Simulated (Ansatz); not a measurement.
# H4C: the cost of one run

All numbers below are computed with Ansatz 0.2.0 (DFT PBE+D3(BJ), plane waves, PAW, scalar-relativistic, no spin polarisation).

### 1 The system as given

The cell holds 40 atoms (C8H32): a = 7.683 Å, b = 7.683 Å, c = 7.683 Å, α = 90.00°, β = 90.00°, γ = 90.00°.

Its coordinates follow in the input file.

### 2 Preparing the start

Input file input.yaml:

```yaml
crystal:
  lattice:
    - [7.683475, 0.0, 0.0]
    - [0.0, 7.683475, 0.0]
    - [0.0, 0.0, 7.683475]
  atoms:
    - { symbol: C, position: [0.7114165, 0.6131369, 0.9940758] }
    - { symbol: H, position: [0.7035462, 0.4723685, 1.0094064] }
    - { symbol: H, position: [0.5905343, 0.6723801, 1.0386898] }
    - { symbol: H, position: [0.7318961, 0.6447269, 0.8573449] }
    - { symbol: H, position: [0.8196896, 0.6630718, 1.0708621] }
    - { symbol: C, position: [0.040239, 0.4913175, 0.7980213] }
    - { symbol: H, position: [-0.0462999, 0.6024846, 0.8143179] }
    - { symbol: H, position: [0.0586182, 0.4269862, 0.9230668] }
    - { symbol: H, position: [0.1656076, 0.5358093, 0.7488698] }
    - { symbol: H, position: [-0.0169699, 0.3999898, 0.7058309] }
    - { symbol: C, position: [0.342864, 0.3226921, 0.1169066] }
    - { symbol: H, position: [0.4027609, 0.3884872, 0.2273424] }
    - { symbol: H, position: [0.2563753, 0.2206071, 0.1639283] }
    - { symbol: H, position: [0.4438965, 0.2653119, 0.0355885] }
    - { symbol: H, position: [0.2684233, 0.4163622, 0.0407673] }
    - { symbol: C, position: [0.4356083, 0.9311675, 0.2044489] }
    - { symbol: H, position: [0.3786208, 0.9780067, 0.3255736] }
    - { symbol: H, position: [0.5767882, 0.9429292, 0.210974] }
    - { symbol: H, position: [0.3866788, 1.0085619, 0.0961498] }
    - { symbol: H, position: [0.4003454, 0.795172, 0.1850982] }
    - { symbol: C, position: [0.5357814, 0.1374933, 0.6144133] }
    - { symbol: H, position: [0.6027739, 0.1131922, 0.4917995] }
    - { symbol: H, position: [0.4841072, 0.269563, 0.6146825] }
    - { symbol: H, position: [0.626969, 0.1221897, 0.7219461] }
    - { symbol: H, position: [0.4292754, 0.0450283, 0.6292251] }
    - { symbol: C, position: [0.8667046, 0.7953507, 0.5814648] }
    - { symbol: H, position: [0.9594392, 0.8662525, 0.6619999] }
    - { symbol: H, position: [0.7816657, 0.717845, 0.6643741] }
    - { symbol: H, position: [0.9368701, 0.7098806, 0.4926709] }
    - { symbol: H, position: [0.7888432, 0.8874245, 0.5068143] }
    - { symbol: C, position: [0.8991873, 0.0819763, 0.9722011] }
    - { symbol: H, position: [0.9215772, -0.0074193, 1.0799963] }
    - { symbol: H, position: [0.7930358, 0.0333314, 0.8917137] }
    - { symbol: H, position: [1.0170269, 0.0921263, 0.8939483] }
    - { symbol: H, position: [0.8651094, 0.2098669, 1.023146] }
    - { symbol: C, position: [0.1594424, 0.3104945, 0.454099] }
    - { symbol: H, position: [0.2070873, 0.423639, 0.5250988] }
    - { symbol: H, position: [0.0314149, 0.2743251, 0.5032258] }
    - { symbol: H, position: [0.2492581, 0.2022056, 0.4719694] }
    - { symbol: H, position: [0.1500091, 0.3418081, 0.3161021] }
basis:
  ecutwfc: 420.0
kpoints:
  mp_grid: { grid: [1, 1, 1] }
hamiltonian:
  xc: pbe
  dispersion: d3bj
scf:
  occupations: { method: fermi_dirac, width: 0.05 }
  lower_state_search: "off"
relax:
  f_tol: 0.3
  max_steps: 15
  adjacent_minimum: "off"
```

The run is started by

```sh
ansatz run input.yaml --threads 1 --pin off --max-ram 3072MiB --backend cpu --events-out ev --progress --plain --runs-dir out
```

What time and memory should one allow on 1 thread of Arm Neoverse V1, shared host?

About 20 s, with a peak of 0.41 GiB.
